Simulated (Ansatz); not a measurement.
# ClH8NSi2: search for a transition state

Wanted: the transition state of a four-centre ligand exchange (form Si1–Cl7, Si2–H6 and break Si1–Si2, H6–Cl7). The guess is relaxed with those distances held, a saddle search follows, and vibrations and two downhill relaxations check it.

Program: Ansatz 0.2.0, Gaussian basis. Level of theory: PBE0-D4, def2-SVP first, then def2-TZVP. These are calculated values, not measurements.

152 further runs of the same task are left out: 152 set aside as unsound or not needed.

## Step 1: Where the work starts

The guess: 12 atoms, charge 0, spin multiplicity 1.

Atoms are counted from 1 here; the program's logs count them from 0.

Bond lengths: Si1–H3 1.460 Å, Si1–H4 1.450 Å, Si1–N5 1.700 Å, Si2–H6 1.703 Å, Si2–H8 1.463 Å, Si2–H9 1.467 Å, Si2–H10 1.467 Å, N5–H11 1.008 Å, N5–H12 1.011 Å. Angles: H3–Si1–H4 116.4°, H3–Si1–N5 107.5°, H4–Si1–N5 110.5°, H6–Si2–H8 93.5°, H6–Si2–H9 124.3°, H6–Si2–H10 118.3°, H8–Si2–H9 105.4°, H8–Si2–H10 105.7°, H9–Si2–H10 106.4°, Si1–N5–H11 121.6°, Si1–N5–H12 116.5°, H11–N5–H12 110.4°.

As a file:

```mol
ClH8NSi2
  3D, bonds by distance, orders not assigned

 12  9  0  0  0  0  0  0  0  0999 V2000
   -0.9412   -0.0584   -0.6797 Si  0  0
    0.7998   -1.2073    1.0261 Si  0  0
   -0.9765   -1.1780   -1.6164 H   0  0
   -2.1631    0.2071    0.0554 H   0  0
   -0.4565    1.3199   -1.5484 N   0  0
    0.3300    0.4296    1.0284 H   0  0
    0.2916    2.1139    1.5205 Cl  0  0
    1.5955   -1.0728    2.2468 H   0  0
   -0.1121   -2.3287    1.2776 H   0  0
    1.7360   -1.6598   -0.0089 H   0  0
    0.2267    1.2652   -2.2873 H   0  0
   -0.3303    2.1692   -1.0141 H   0  0
  1  3  8  0
  1  4  8  0
  1  5  8  0
  2  6  8  0
  2  8  8  0
  2  9  8  0
  2 10  8  0
  5 11  8  0
  5 12  8  0
M  END
```

Distances that are to change: Si1–Cl7 3.33 Å, Si2–H6 1.70 Å, Si1–Si2 2.69 Å, H6–Cl7 1.76 Å.

## Step 2: Constrained relaxation of the guess

Contents of hold/in.yaml:

```yaml
crystal:
  periodic: [false, false, false]
  atoms:
    - {symbol: Si, position_ang: [-0.941200, -0.058400, -0.679700]}
    - {symbol: Si, position_ang: [0.799800, -1.207300, 1.026100]}
    - {symbol: H, position_ang: [-0.976500, -1.178000, -1.616400]}
    - {symbol: H, position_ang: [-2.163100, 0.207100, 0.055400]}
    - {symbol: N, position_ang: [-0.456500, 1.319900, -1.548400]}
    - {symbol: H, position_ang: [0.330000, 0.429600, 1.028400]}
    - {symbol: Cl, position_ang: [0.291600, 2.113900, 1.520500]}
    - {symbol: H, position_ang: [1.595500, -1.072800, 2.246800]}
    - {symbol: H, position_ang: [-0.112100, -2.328700, 1.277600]}
    - {symbol: H, position_ang: [1.736000, -1.659800, -0.008900]}
    - {symbol: H, position_ang: [0.226700, 1.265200, -2.287300]}
    - {symbol: H, position_ang: [-0.330300, 2.169200, -1.014100]}
basis:
  gaussian: {orbitals: def2-SVP}
hamiltonian: {xc: pbe0, dispersion: d4}
relax: {f_tol: 0.04, max_steps: 150, escape_saddle: false, constraints: [{distance: [0, 6]}, {distance: [1, 5]}, {distance: [0, 1]}, {distance: [5, 6]}]}
```

The run is started by

```console
ansatz run in.yaml --threads 4 --pin off --events-out ev --progress --plain --max-ram 9574MiB
```

Output, shortened:

```text
Functional definition: PBE0
  name "PBE0"
  cite "Adamo & Barone, J. Chem. Phys. 110, 6158 (1999) doi:10.1063/1.478522"
  cite "Perdew, Burke & Ernzerhof, Phys. Rev. Lett. 77, 3865 (1996) doi:10.1103/PhysRevLett.77.3865"
  parent pbe
[...]
1115 factors; integrals over basis functions are off by at most 4.3e-4 eV
[...]
mean field -29874.32481264 eV, -1097.8611873200 hartree, gradient 3.3e-5 eV, S^2 0.000000; 0 other end points of the search recorded, 0 dependent functions left out
[...]
reference -29874.32484048 eV, -1097.8611883429 hartree; 30, 30 occupied and 78, 78 virtual orbitals, 1115 factors
relax step   1: F+E_penalty+E_count = -29874.56977840 eV  Δ(F+E_penalty+E_count) = +0.000e0 eV  max|allowed force component| = 6.370e-1 eV/Å  Δτ_max = 0.0000 Å  (27 SCF iters, accepted)
[...]
relax step   3: F+E_penalty+E_count = -29874.75009709 eV  Δ(F+E_penalty+E_count) = -1.593e-2 eV  max|allowed force component| = 1.217e-1 eV/Å  Δτ_max = 0.0632 Å  (29 SCF iters, accepted)
[...]
relax step   5: F+E_penalty+E_count = -29874.75951899 eV  Δ(F+E_penalty+E_count) = -6.101e-3 eV  max|allowed force component| = 8.293e-2 eV/Å  Δτ_max = 0.0476 Å  (29 SCF iters, accepted)
[...]
relax step   7: F+E_penalty+E_count = -29874.77635367 eV  Δ(F+E_penalty+E_count) = -1.065e-3 eV  max|allowed force component| = 3.762e-1 eV/Å  Δτ_max = 0.1970 Å  (27 SCF iters, accepted)
[...]
1115 factors; integrals over basis functions are off by at most 7.8e-4 eV
[...]
mean field -29874.57140530 eV, -1097.8702494331 hartree, gradient 1.7e-5 eV, S^2 0.000000; 1 other end points of the search recorded, 0 dependent functions left out
[...]
reference -29874.57143347 eV, -1097.8702504683 hartree; 30, 30 occupied and 78, 78 virtual orbitals, 1115 factors
Total energy: -29874.81588176 eV, -1097.8792337771 hartree
Atom 0 at    -1.025554    -0.009297    -0.585903 Å, force     0.545252    -0.159147     0.499012 eV/Å
Atom 1 at     0.791387    -1.214234     0.997655 Å, force    -0.288762    -0.142700    -0.323751 eV/Å
Atom 2 at    -1.218171    -1.217578    -1.435729 Å, force     0.000333     0.000320     0.001998 eV/Å
Atom 3 at    -2.161863     0.262882     0.326494 Å, force     0.005452     0.011915     0.008178 eV/Å
Atom 4 at    -0.508309     1.300535    -1.537480 Å, force     0.039176    -0.012578    -0.017794 eV/Å
Atom 5 at     0.273592     0.395653     0.796879 Å, force     0.173026     1.270496     0.223116 eV/Å
Atom 6 at     0.840699     1.966949     1.335323 Å, force    -0.443336    -0.987368    -0.424606 eV/Å
Atom 7 at     0.818050    -1.028348     2.471797 Å, force    -0.000950    -0.006731    -0.012703 eV/Å
Atom 8 at     0.164993    -2.541943     0.682126 Å, force     0.019079     0.013911     0.008088 eV/Å
Atom 9 at     2.123482    -1.119309     0.340578 Å, force    -0.019229    -0.006094     0.016552 eV/Å
Atom 10 at     0.031789     1.110855    -2.375996 Å, force    -0.027290     0.014457     0.017822 eV/Å
Atom 11 at    -0.130195     2.093735    -1.015744 Å, force    -0.002751     0.003519     0.004088 eV/Å
Dipole moment:    -0.214094    -0.650112    -0.583455 e Å
```

Run time: 19 s. Hardware: 4 threads of Arm Neoverse V1, shared host.

Step by step:

| step | energy from step 1 (eV) | largest force component (eV/Å) |
| --- | --- | --- |
| 1 | 0.0000 | 0.6370 |
| 2 | -0.1644 | 0.2468 |
| 3 | -0.1803 | 0.1217 |
| 4 | -0.1836 | 0.1118 |
| 5 | -0.1897 | 0.0829 |
| 6 | -0.2055 | 0.0943 |
| 7 | -0.2066 | 0.3762 |
| 8 | -0.2381 | 0.1005 |
| 9 | -0.2419 | 0.0549 |
| 10 | -0.2461 | 0.0392 |

Distances of close pairs at the start and the end, largest changes first:

```csv
bond,before (Å),after (Å),change (Å)
Si2–H9,1.467,1.502,+0.034
Si1–H4,1.450,1.482,+0.032
Si1–H3,1.460,1.490,+0.030
Si2–H8,1.463,1.486,+0.023
Si2–H10,1.467,1.488,+0.021
N5–H12,1.011,1.022,+0.011
N5–H11,1.008,1.015,+0.007
Si1–N5,1.700,1.700,-0.000
```

## Step 3: A starting Hessian

Contents of hessian/in.yaml:

```yaml
crystal:
  periodic: [false, false, false]
  atoms:
    - {symbol: Si, position_ang: [-1.025554, -0.009297, -0.585903]}
    - {symbol: Si, position_ang: [0.791387, -1.214234, 0.997655]}
    - {symbol: H, position_ang: [-1.218171, -1.217578, -1.435729]}
    - {symbol: H, position_ang: [-2.161863, 0.262882, 0.326494]}
    - {symbol: N, position_ang: [-0.508309, 1.300535, -1.537480]}
    - {symbol: H, position_ang: [0.273592, 0.395653, 0.796879]}
    - {symbol: Cl, position_ang: [0.840699, 1.966949, 1.335323]}
    - {symbol: H, position_ang: [0.818050, -1.028348, 2.471797]}
    - {symbol: H, position_ang: [0.164993, -2.541943, 0.682126]}
    - {symbol: H, position_ang: [2.123482, -1.119309, 0.340578]}
    - {symbol: H, position_ang: [0.031789, 1.110855, -2.375996]}
    - {symbol: H, position_ang: [-0.130195, 2.093735, -1.015744]}
basis:
  gaussian: {orbitals: def2-SVP}
hamiltonian: {xc: pbe0, dispersion: d4}
phonons: {}
scf: {lower_state_search: off}
```

The run is started by

```console
ansatz run in.yaml --threads 4 --pin off --events-out ev --progress --plain --max-ram 9574MiB
```

Output, shortened:

```text
[... 5 set-up lines as earlier in the session ...]
[...]
1124 factors; integrals over basis functions are off by at most 5.8e-4 eV
[...]
mean field -29874.57138896 eV, -1097.8702488325 hartree, gradient 6.6e-6 eV, S^2 0.000000; 0 other end points of the search recorded, 0 dependent functions left out
[...]
reference -29874.57141700 eV, -1097.8702498629 hartree; 30, 30 occupied and 78, 78 virtual orbitals, 1124 factors
[... from here to the last solve, the lines of the solves are left out (71 solves) ...]
1124 factors; integrals over basis functions are off by at most 5.8e-4 eV
mean field -29874.57133652 eV, -1097.8702469054 hartree, gradient 6.8e-7 eV, S^2 0.000000; 0 other end points of the search recorded, 0 dependent functions left out
[...]
reference -29874.57136456 eV, -1097.8702479358 hartree; 30, 30 occupied and 78, 78 virtual orbitals, 1124 factors
[...]
WARN: phonons: 3 modes above zero are rigid motions of the cell's bodies and no vibrations: the zero-point energy, free energy, entropy and heat capacity leave them out. With what each would have added to F at 1000 K, by the weight of its row in the mesh: 0.02 cm⁻¹ (-0.907 eV; rigid [...]
WARN: phonons: modes at or below zero, which the zero-point energy, F, S and C_V leave out: 1, the lowest at -850.18 cm⁻¹. A minimum has none, and a first-order saddle one
[...]
Atom 4 at    -0.508309     1.300535    -1.537480 Å, force     0.039273    -0.012581    -0.017656 eV/Å
Atom 5 at     0.273592     0.395653     0.796879 Å, force     0.173025     1.270457     0.223039 eV/Å
Atom 6 at     0.840699     1.966949     1.335323 Å, force    -0.443297    -0.987491    -0.424562 eV/Å
Atom 7 at     0.818050    -1.028348     2.471797 Å, force    -0.000944    -0.006723    -0.012699 eV/Å
Atom 8 at     0.164993    -2.541943     0.682126 Å, force     0.019085     0.013950     0.008112 eV/Å
Atom 9 at     2.123482    -1.119309     0.340578 Å, force    -0.019234    -0.005931     0.016480 eV/Å
Atom 10 at     0.031789     1.110855    -2.375996 Å, force    -0.027392     0.014497     0.017742 eV/Å
Atom 11 at    -0.130195     2.093735    -1.015744 Å, force    -0.002761     0.003490     0.004000 eV/Å
Dipole moment:    -0.214099    -0.650107    -0.583449 e Å
Vibrations: -850.18 67.27 128.49 145.86 186.45 209.10 289.87 320.01 419.00 513.49 528.05 574.96 679.09 738.49 791.24 870.09 898.81 908.82 933.49 941.95 954.05 1479.71 1541.38 2188.62 2252.59 2262.52 2287.26 2297.08 3526.76 3671.03 cm⁻¹, zero-point energy 2.021286 eV
Checks for a lower state left out: stability, starts, cluster_reference, orbital_swaps, neighbouring_geometries, increment
```

Run time: 72 s. Hardware: 4 threads of Arm Neoverse V1, shared host.

The structure is not stationary yet, so these wavenumbers are no spectrum; the search needs only the force constants.

## Step 4: Saddle search in the small basis

The search itself is an outer loop (partitioned rational-function steps, Bofill update of the Hessian). Each step is one single-point run with forces. It stops when the largest force is under 0.04 eV/Å and the followed curvature is negative. The first step's input:

Contents of presaddle/in.yaml:

```yaml
crystal:
  periodic: [false, false, false]
  atoms:
    - {symbol: Si, position_ang: [-1.025554, -0.009297, -0.585903]}
    - {symbol: Si, position_ang: [0.791387, -1.214234, 0.997655]}
    - {symbol: H, position_ang: [-1.218171, -1.217578, -1.435729]}
    - {symbol: H, position_ang: [-2.161863, 0.262882, 0.326494]}
    - {symbol: N, position_ang: [-0.508309, 1.300535, -1.537480]}
    - {symbol: H, position_ang: [0.273592, 0.395653, 0.796879]}
    - {symbol: Cl, position_ang: [0.840699, 1.966949, 1.335323]}
    - {symbol: H, position_ang: [0.818050, -1.028348, 2.471797]}
    - {symbol: H, position_ang: [0.164993, -2.541943, 0.682126]}
    - {symbol: H, position_ang: [2.123482, -1.119309, 0.340578]}
    - {symbol: H, position_ang: [0.031789, 1.110855, -2.375996]}
    - {symbol: H, position_ang: [-0.130195, 2.093735, -1.015744]}
basis:
  gaussian: {orbitals: def2-SVP}
hamiltonian: {xc: pbe0, dispersion: d4}
output: {forces: true}
scf: {lower_state_search: off}
```

The run is started by

```console
ansatz run in.yaml --threads 4 --pin off --events-out ev --progress --plain --max-ram 9574MiB
```

Step by step:

| step | energy (eV) | largest force (eV/Å) | followed curvature (eV/Å²) |
| --- | --- | --- | --- |
| 1 | -29874.81585 | 1.2705 | -4.18 |
| 2 | -29874.73448 | 0.7254 | -4.00 |
| 3 | -29874.64893 | 0.4198 | -3.20 |
| 4 | -29874.68087 | 0.4835 | -3.18 |
| 5 | -29874.78364 | 1.1438 | -3.64 |
| 6 | -29874.79901 | 0.5398 | -3.19 |
| 7 | -29874.82638 | 0.3511 | -3.32 |
| 8 | -29874.85749 | 0.4922 | -3.23 |
| 9 | -29874.85749 | 1.1220 | -3.23 |
| 10 | -29874.88249 | 0.4782 | -3.23 |
| 11 | -29874.88505 | 1.1151 | -3.33 |
| 12 | -29874.90435 | 0.1122 | -3.78 |
| 13 | -29874.90627 | 0.2046 | -3.90 |
| 14 | -29874.90918 | 0.2058 | -3.91 |
| 15 | -29874.91055 | 0.0984 | -3.94 |
| 16 | -29874.91175 | 0.1107 | -3.93 |
| 17 | -29874.91279 | 0.0799 | -3.93 |
| 18 | -29874.91350 | 0.0560 | -3.96 |
| 19 | -29874.91397 | 0.0442 | -3.97 |
| 20 | -29874.91430 | 0.0389 | -3.97 |

The 20 steps took 23 s in all (4 threads of Arm Neoverse V1, shared host).

## Step 5: Saddle search in triple zeta

The search itself is an outer loop (partitioned rational-function steps, Bofill update of the Hessian). Each step is one single-point run with forces. It stops when the largest force is under 0.018 eV/Å and the followed curvature is negative. The first step's input:

Contents of saddle/in.yaml:

```yaml
crystal:
  periodic: [false, false, false]
  atoms:
    - {symbol: Si, position_ang: [-0.794976, 0.184685, -0.436365]}
    - {symbol: Si, position_ang: [0.783272, -1.307215, 0.965062]}
    - {symbol: H, position_ang: [-0.700623, -1.078790, -1.258123]}
    - {symbol: H, position_ang: [-2.112010, 0.171287, 0.237982]}
    - {symbol: N, position_ang: [-0.248104, 1.362113, -1.524161]}
    - {symbol: H, position_ang: [0.198726, 0.330834, 1.011843]}
    - {symbol: Cl, position_ang: [-0.198236, 1.978309, 1.414339]}
    - {symbol: H, position_ang: [1.451205, -1.083617, 2.282856]}
    - {symbol: H, position_ang: [-0.225217, -2.400950, 1.064648]}
    - {symbol: H, position_ang: [1.790923, -1.577965, -0.099509]}
    - {symbol: H, position_ang: [0.106553, 1.112530, -2.439064]}
    - {symbol: H, position_ang: [-0.051615, 2.308681, -1.219509]}
basis:
  gaussian: {orbitals: def2-TZVP}
hamiltonian: {xc: pbe0, dispersion: d4}
output: {forces: true}
scf: {lower_state_search: off}
```

The run is started by

```console
ansatz run in.yaml --threads 4 --pin off --events-out ev --progress --plain --max-ram 9574MiB
```

The driver's record:

```
step   energy (eV)  largest force (eV/Å)  followed curvature (eV/Å²)
   1  -29886.83283                0.3361                       -3.97
   2  -29886.83517                0.3947                       -3.76
   3  -29886.83963                0.0820                       -3.43
   4  -29886.84062                0.1810                       -3.50
   5  -29886.83854                0.2479                       -3.50
   6  -29886.84013                0.2430                       -3.55
   7  -29886.84162                0.0477                       -3.39
   8  -29886.84222                0.0495                       -3.29
   9  -29886.84253                0.0319                       -3.44
  10  -29886.84261                0.0340                       -3.36
  11  -29886.84266                0.0212                       -3.47
  12  -29886.84259                0.0508                       -3.56
  13  -29886.84268                0.0099                       -3.37
```

The 13 steps took 35 s in all (4 threads of Arm Neoverse V1, shared host).

Geometry at the end of the search:

```
atom    x (Å)    y (Å)    z (Å)
 Si1  -0.7942   0.1713  -0.4415
 Si2   0.7833  -1.3011   0.9516
  H3  -0.7195  -1.0902  -1.2526
  H4  -2.1047   0.2109   0.2233
  N5  -0.2508   1.3436  -1.5178
  H6   0.1681   0.3350   1.0155
 Cl7  -0.1942   1.9687   1.4514
  H8   1.4476  -1.0553   2.2552
  H9  -0.2043  -2.4014   1.0581
 H10   1.7802  -1.5537  -0.1152
 H11   0.1342   1.0911  -2.4119
 H12  -0.0460   2.2810  -1.2158
```

Followed mode, largest move set to 1: H6 (-0.05, -0.96, -0.29); Cl7 (-0.51, 0.22, -0.28); Si1 (-0.06, 0.45, 0.13); H3 (0.17, 0.24, 0.38).

## Step 6: Vibrations at the point found

Contents of vib/in.yaml:

```yaml
crystal:
  periodic: [false, false, false]
  atoms:
    - {symbol: Si, position_ang: [-0.794201, 0.171300, -0.441546]}
    - {symbol: Si, position_ang: [0.783281, -1.301078, 0.951561]}
    - {symbol: H, position_ang: [-0.719494, -1.090196, -1.252576]}
    - {symbol: H, position_ang: [-2.104652, 0.210878, 0.223284]}
    - {symbol: N, position_ang: [-0.250759, 1.343551, -1.517842]}
    - {symbol: H, position_ang: [0.168143, 0.335038, 1.015476]}
    - {symbol: Cl, position_ang: [-0.194166, 1.968723, 1.451398]}
    - {symbol: H, position_ang: [1.447649, -1.055321, 2.255171]}
    - {symbol: H, position_ang: [-0.204309, -2.401390, 1.058054]}
    - {symbol: H, position_ang: [1.780198, -1.553709, -0.115230]}
    - {symbol: H, position_ang: [0.134245, 1.091064, -2.411927]}
    - {symbol: H, position_ang: [-0.046035, 2.281039, -1.215823]}
basis:
  gaussian: {orbitals: def2-TZVP}
hamiltonian: {xc: pbe0, dispersion: d4}
phonons: {temperatures: {t_min: 298.15, t_max: 900, t_step: 200}}
```

The run is started by

```console
ansatz run in.yaml --threads 4 --pin off --events-out ev --progress --plain --max-ram 9574MiB
```

Output, shortened:

```text
[... 5 set-up lines as earlier in the session ...]
[...]
1311 factors; their error is unknown
[...]
mean field -29886.59198431 eV, -1098.3119975637 hartree, gradient 7.4e-5 eV, S^2 0.000000; 0 other end points of the search recorded, 0 dependent functions left out
[...]
reference -29886.59202049 eV, -1098.3119988932 hartree; 30, 30 occupied and 160, 160 virtual orbitals, 1311 factors
[... from here to the last solve, the lines of the solves are left out (71 solves) ...]
1311 factors; their error is unknown
[...]
mean field -29886.59196627 eV, -1098.3119969006 hartree, gradient 9.9e-7 eV, S^2 0.000000; 0 other end points of the search recorded, 0 dependent functions left out
[...]
WARN: phonons: modes at or below zero, which the zero-point energy, F, S and C_V leave out: 1, the lowest at -753.57 cm⁻¹. A minimum has none, and a first-order saddle one
[...]
Atom 4 at    -0.250759     1.343551    -1.517842 Å, force     0.005337     0.005215     0.001694 eV/Å
Atom 5 at     0.168143     0.335038     1.015476 Å, force     0.000335     0.003229    -0.001970 eV/Å
Atom 6 at    -0.194166     1.968723     1.451398 Å, force    -0.000420    -0.000042     0.000674 eV/Å
Atom 7 at     1.447649    -1.055321     2.255171 Å, force    -0.003045    -0.001556    -0.006077 eV/Å
Atom 8 at    -0.204309    -2.401390     1.058054 Å, force    -0.007027    -0.006881     0.002027 eV/Å
Atom 9 at     1.780198    -1.553709    -0.115230 Å, force    -0.001919     0.000084     0.002065 eV/Å
Atom 10 at     0.134245     1.091064    -2.411927 Å, force    -0.000965    -0.000586     0.002354 eV/Å
Atom 11 at    -0.046035     2.281039    -1.215823 Å, force    -0.003834    -0.002016    -0.002192 eV/Å
Dipole moment:     0.200916    -0.555607    -0.547203 e Å
Vibrations: -753.57 106.46 169.88 184.45 223.80 258.15 323.67 351.21 411.84 474.51 520.89 630.61 672.94 799.85 868.16 880.63 913.94 932.55 937.91 968.62 994.83 1461.74 1552.27 2133.54 2233.79 2256.84 2263.14 2302.99 3613.99 3726.37 cm⁻¹, zero-point energy 2.056252 eV
```

Run time: 2.7 min. Hardware: 4 threads of Arm Neoverse V1, shared host.

The modes, with what each moves most:

| mode | wavenumber (cm⁻¹) | character |
| --- | --- | --- |
| 1 | 754i | changes Si2–H6, H6–Cl7 |
| 2 | 106 | not assigned (largely outside the bonds, angles and torsions drawn) |
| 3 | 170 | not assigned (largely outside the bonds, angles and torsions drawn) |
| 4 | 184 | not assigned (largely outside the bonds, angles and torsions drawn) |
| 5 | 224 | not assigned (largely outside the bonds, angles and torsions drawn) |
| 6 | 258 | not assigned (largely outside the bonds, angles and torsions drawn) |
| 7 | 324 | torsion with out-of-plane bend |
| 8 | 351 | not assigned (largely outside the bonds, angles and torsions drawn) |
| 9 | 412 | not assigned (largely outside the bonds, angles and torsions drawn) |
| 10 | 475 | torsion |
| 11 | 521 | not assigned (largely outside the bonds, angles and torsions drawn) |
| 12 | 631 | not assigned (largely outside the bonds, angles and torsions drawn) |
| 13 | 673 | bend |
| 14 | 800 | bend |
| 15 | 868 | not assigned (largely outside the bonds, angles and torsions drawn) |
| 16 | 881 | bend with Si–N stretch |
| 17 | 914 | bend |
| 18 | 933 | bend with torsion |
| 19 | 938 | bend |
| 20 | 969 | bend with torsion |
| 21 | 995 | bend |
| 22 | 1462 | not assigned (largely outside the bonds, angles and torsions drawn) |
| 23 | 1552 | bend |
| 24 | 2134 | Si–H stretch |
| 25 | 2234 | Si–H stretch |
| 26 | 2257 | Si–H stretch |
| 27 | 2263 | Si–H stretch |
| 28 | 2303 | Si–H stretch |
| 29 | 3614 | N–H stretch |
| 30 | 3726 | N–H stretch |

Vibrational sums (real modes only):

| T (K) | entropy (J/mol/K) | heat capacity (J/mol/K) |
| --- | --- | --- |
| 298 | 76.2 | 93.4 |
| 498 | 134.9 | 135.2 |
| 698 | 185.0 | 161.7 |
| 898 | 228.1 | 180.0 |

[end of part 1 of 2]
